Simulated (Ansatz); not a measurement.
# FGeH₆NSi: a ladder of functionals and wavefunction methods

One table from this session's results is given with a row withheld; the runs are named, their logs left out.

The runs use Ansatz 0.2.0, Gaussian basis; functionals in def2-TZVPP, the program's frozen cores in correlated methods.

The runs, in order: LDA (SPW92), PBE-D4, revPBE-D4, BLYP-D4, r2SCAN-D4, B97M-V, PBE0-D4, B3LYP-D4, r2SCANh-D4, r2SCAN0-D4, HSE06-D4, BHLYP-D4, CAM-B3LYP-D4, LC-ωPBE, ωB97X-V, ωB97M-V, B2PLYP, PBE-QIDH; CCSD(T)/def2-SVP; CCSD(T)/def2-TZVPP; MP2/def2-QZVPP; extrapolation to the limit; RPA on PBE.

## Structure used throughout

An earlier PBE0-D4 in a triple-zeta def2 set relaxation fixed the geometry.

SMILES `F[SiH2][NH][GeH3]`, 10 atoms, charge 0, spin multiplicity 1.

Atoms are counted from 1 here; the program's logs count them from 0.

Bond lengths: F1–Si2 1.604 Å, Si2–N3 1.698 Å, Si2–H5 1.480 Å, Si2–H6 1.481 Å, N3–Ge4 1.846 Å, N3–H7 1.010 Å, Ge4–H8 1.533 Å, Ge4–H9 1.539 Å, Ge4–H10 1.538 Å. Angles: F1–Si2–N3 113.4°, F1–Si2–H5 105.8°, F1–Si2–H6 105.8°, N3–Si2–H5 108.7°, N3–Si2–H6 109.6°, H5–Si2–H6 113.6°, Si2–N3–Ge4 127.4°, Si2–N3–H7 117.0°, Ge4–N3–H7 114.6°, N3–Ge4–H8 106.0°, N3–Ge4–H9 110.6°, N3–Ge4–H10 108.9°, H8–Ge4–H9 110.8°, H8–Ge4–H10 111.2°, H9–Ge4–H10 109.4°.

The first run:

Contents of in.yaml:

```yaml
crystal:
  periodic: [false, false, false]
  atoms:
    - {symbol: F, position_ang: [0.403669, 1.081545, -2.285514]}
    - {symbol: Si, position_ang: [-0.377514, 1.224118, -0.891746]}
    - {symbol: N, position_ang: [-0.608304, -0.255879, -0.092456]}
    - {symbol: Ge, position_ang: [0.586667, -1.135373, 1.005819]}
    - {symbol: H, position_ang: [0.466484, 2.094200, -0.042728]}
    - {symbol: H, position_ang: [-1.692785, 1.817688, -1.226017]}
    - {symbol: H, position_ang: [-1.410165, -0.804862, -0.366469]}
    - {symbol: H, position_ang: [1.699460, -0.126611, 1.313497]}
    - {symbol: H, position_ang: [1.156711, -2.377796, 0.299012]}
    - {symbol: H, position_ang: [-0.141222, -1.568231, 2.289503]}
basis:
  gaussian: {orbitals: def2-TZVPP}
hamiltonian: {xc: lda}
output: {orbitals: {seedname: orbitals}}
```

Launch:

```
$ ansatz run in.yaml --threads 4 --pin off --events-out ev --progress --plain --max-ram 10444MiB
```

Steps of the session up to this table: LDA; PBE-D4 (GGA); revPBE-D4 (GGA); BLYP-D4 (GGA); r2SCAN-D4 (meta-GGA); B97M-V (meta-GGA); PBE0-D4 (hybrid); B3LYP-D4 (hybrid); r2SCANh-D4 (hybrid); r2SCAN0-D4 (hybrid); HSE06-D4 (hybrid); BHLYP-D4 (hybrid); CAM-B3LYP-D4 (range-separated); LC-ωPBE (range-separated); ωB97X-V (range-separated); ωB97M-V (range-separated); B2PLYP (double hybrid); PBE-QIDH (double hybrid).

One table of the session follows, with a row left open; its other results are not shown here.

It belongs to the step «Frontier levels by functional». 

```
  functional  HOMO (eV)  gap (eV)
 LDA (SPW92)      -6.66      5.67
      PBE-D4      -6.52      5.78
   revPBE-D4      -6.47      5.84
     BLYP-D4      -6.39      5.73
   r2SCAN-D4      -6.82      6.47
      B97M-V      -6.97      6.37
     PBE0-D4      -7.90      7.99
    B3LYP-D4      -7.65      7.49
  r2SCANh-D4      -7.33      7.26
  r2SCAN0-D4      -8.11      8.44
    HSE06-D4      -7.50      7.21
    BHLYP-D4      -9.18     10.06
CAM-B3LYP-D4          ?         ?
     LC-ωPBE     -10.68     12.94
     ωB97X-V     -10.32     12.38
     ωB97M-V     -10.22     11.95
```

**Question.** Estimate the row for CAM-B3LYP-D4.

The run gave: HOMO (eV): -9.28; gap (eV): 10.31. In the column «HOMO (eV)» it lies between ωB97M-V (-10.22) and BHLYP-D4 (-9.18).
